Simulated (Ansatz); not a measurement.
**CH5ClN2OW: a ladder of functionals and wavefunction methods**

An exercise on one series of results from a longer session: the logs are not shown, and one member is left open.

The runs use Ansatz 0.2.0, Gaussian basis; functionals in def2-TZVPP, the program's frozen cores in correlated methods.

Plan: LDA (SPW92), PBE-D4, revPBE-D4, BLYP-D4, r2SCAN-D4, B97M-V, PBE0-D4, B3LYP-D4, r2SCANh-D4, r2SCAN0-D4, HSE06-D4, BHLYP-D4, CAM-B3LYP-D4, LC-ωPBE, ωB97X-V, ωB97M-V, B2PLYP, PBE-QIDH; CCSD(T)/def2-SVP; MP2/def2-TZVPP; MP2/def2-QZVPP; RPA on PBE.

### The geometry

The geometry comes from an earlier relaxation with PBE0-D4 in a triple-zeta def2 set; it is a stationary point, not always the lowest conformer. W takes the def2 core potential; no spin-orbit term is included.

SMILES `C[N]=[W]([NH2])(=[O])[Cl]`, 11 atoms, charge 0, spin multiplicity 1.

Atoms are counted from 1 here; the program's logs count them from 0.

Bond lengths: C1–N2 1.418 Å, C1–H7 1.095 Å, C1–H8 1.095 Å, C1–H9 1.095 Å, N2–W3 1.745 Å, W3–N4 1.940 Å, W3–O5 1.708 Å, W3–Cl6 2.295 Å, N4–H10 1.010 Å, N4–H11 1.008 Å. Angles: N2–C1–H7 110.0°, N2–C1–H8 110.0°, N2–C1–H9 111.9°, H7–C1–H8 107.6°, H7–C1–H9 108.7°, H8–C1–H9 108.6°, C1–N2–W3 155.5°, N2–W3–N4 105.3°, N2–W3–O5 110.6°, N2–W3–Cl6 108.6°, N4–W3–O5 109.4°, N4–W3–Cl6 112.8°, O5–W3–Cl6 110.1°, W3–N4–H10 121.9°, W3–N4–H11 125.0°, H10–N4–H11 111.3°.

The first run:

File in.yaml:

```yaml
crystal:
  periodic: [false, false, false]
  atoms:
    - {symbol: C, position_ang: [-0.554641, -1.117711, 1.659529]}
    - {symbol: N, position_ang: [-0.461897, -0.238675, 0.550678]}
    - {symbol: W, position_ang: [0.253296, 1.022817, -0.420021]}
    - {symbol: N, position_ang: [0.537842, 0.225779, -2.165352]}
    - {symbol: O, position_ang: [1.754785, 1.505896, 0.235984]}
    - {symbol: Cl, position_ang: [-1.189732, 2.806823, -0.483452]}
    - {symbol: H, position_ang: [-1.452723, -0.891307, 2.243189]}
    - {symbol: H, position_ang: [-0.638558, -2.152237, 1.310806]}
    - {symbol: H, position_ang: [0.318568, -1.040901, 2.316097]}
    - {symbol: H, position_ang: [1.275385, 0.537103, -2.781175]}
    - {symbol: H, position_ang: [0.157685, -0.657587, -2.466282]}
basis:
  gaussian: {orbitals: def2-TZVPP}
hamiltonian: {xc: lda}
output: {orbitals: {seedname: orbitals}}
```

Launch:

```sh
ansatz run in.yaml --threads 4 --pin off --events-out ev --progress --plain --max-ram 11315MiB
```

Steps of the session up to this table: LDA; PBE-D4 (GGA); revPBE-D4 (GGA); BLYP-D4 (GGA); r2SCAN-D4 (meta-GGA); B97M-V (meta-GGA); B3LYP-D4 (hybrid); r2SCANh-D4 (hybrid); r2SCAN0-D4 (hybrid); HSE06-D4 (hybrid); BHLYP-D4 (hybrid); CAM-B3LYP-D4 (range-separated); LC-ωPBE (range-separated); ωB97X-V (range-separated); ωB97M-V (range-separated); B2PLYP (double hybrid); PBE-QIDH (double hybrid).

One table of the session follows, with a row left open; its other results are not shown here.

It belongs to the step «Orbital energies across the functionals». 

| functional | HOMO (eV) | gap (eV) |
| --- | --- | --- |
| LDA (SPW92) | -6.41 | 4.09 |
| PBE-D4 | -6.24 | 4.14 |
| revPBE-D4 | -6.17 | 4.16 |
| BLYP-D4 | -6.12 | 4.12 |
| r2SCAN-D4 | -6.52 | 4.51 |
| B97M-V | -6.59 | 4.63 |
| PBE0-D4 | -7.59 | 6.23 |
| B3LYP-D4 | -7.36 | 5.79 |
| r2SCANh-D4 | -7.02 | 5.29 |
| r2SCAN0-D4 | ? | ? |
| HSE06-D4 | -7.19 | 5.46 |
| BHLYP-D4 | -8.85 | 8.38 |
| CAM-B3LYP-D4 | -8.94 | 8.63 |
| LC-ωPBE | -10.26 | 11.05 |
| ωB97X-V | -9.92 | 10.65 |
| ωB97M-V | -9.83 | 10.50 |

Q: Estimate the row for r2SCAN0-D4 from the others.

Worked estimate for «HOMO (eV)». Against the share of exact exchange, r2SCAN-D4 (0, -6.52), r2SCANh-D4 (0.1, -7.02) give a slope of -5.00 per unit share; at 0.25 the line stands at -7.77.

As computed: HOMO (eV): -7.78; gap (eV): 6.48. In «HOMO (eV)» the line misses by +0.01.
